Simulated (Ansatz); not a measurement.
# NbRe3: the cost of one run

Method: DFT PBE, scalar-relativistic, plane waves, PAW, in Ansatz 0.2.0.

**1. Starting point**

It takes space group Pm-3m (No. 221, cubic). Conventional cell: a = 3.862 Å, b = 3.862 Å, c = 3.862 Å, α = 90.00°, β = 90.00°, γ = 90.00°. Around Nb (site symmetry m-3m) lie 12 Re at 2.73 Å. Around Re (site symmetry 4/mmm) lie 4 Nb at 2.73 Å and 8 Re at 2.73 Å.

As a file:

```
Nb Re
1.0
     3.86198    0.00000    0.00000
     0.00000    3.86198    0.00000
     0.00000    0.00000    3.86198
Nb Re
1 3
Direct
  0.00000 0.00000 0.00000
  0.00000 0.50000 0.50000
  0.50000 0.00000 0.50000
  0.50000 0.50000 0.00000
```

(A quick probe on a coarse mesh, which set the mesh and smearing, is not shown.)

**3. Rough relaxation on the coarse mesh**

input.yaml reads:

```yaml
crystal:
  lattice:
    - [3.8619786139, 0.0, 0.0]
    - [0.0, 3.8619786139, 0.0]
    - [0.0, 0.0, 3.8619786139]
  atoms:
    - { symbol: Nb, position: [0.0, 0.0, 0.0] }
    - { symbol: Re, position: [0.0, 0.5, 0.5] }
    - { symbol: Re, position: [0.5, 0.0, 0.5] }
    - { symbol: Re, position: [0.5, 0.5, 0.0] }
basis:
  ecutwfc: 420
kpoints:
  mp_grid: { grid: [4, 4, 4] }
hamiltonian:
  xc: pbe
scf:
  occupations: { method: gaussian, width: 0.1 }
  lower_state_search: "off"
output:
  forces: true
  stress: true
  eigenvalues: true
relax:
  adjacent_minimum: "off"
  f_tol: 0.04
  max_steps: 70
  cell: { stress_tol: 0.4 }
```

Run with:

```console
$ ansatz run input.yaml --threads 1 --pin off --max-ram 2560MiB --backend cpu --events-out ev --progress --plain --runs-dir out
```

**Question.** How long does this run take on 1 thread of Intel Xeon 6975P-C (Granite Rapids), shared host, and how much memory does it need?

About 6 s, with a peak of 0.36 GiB.
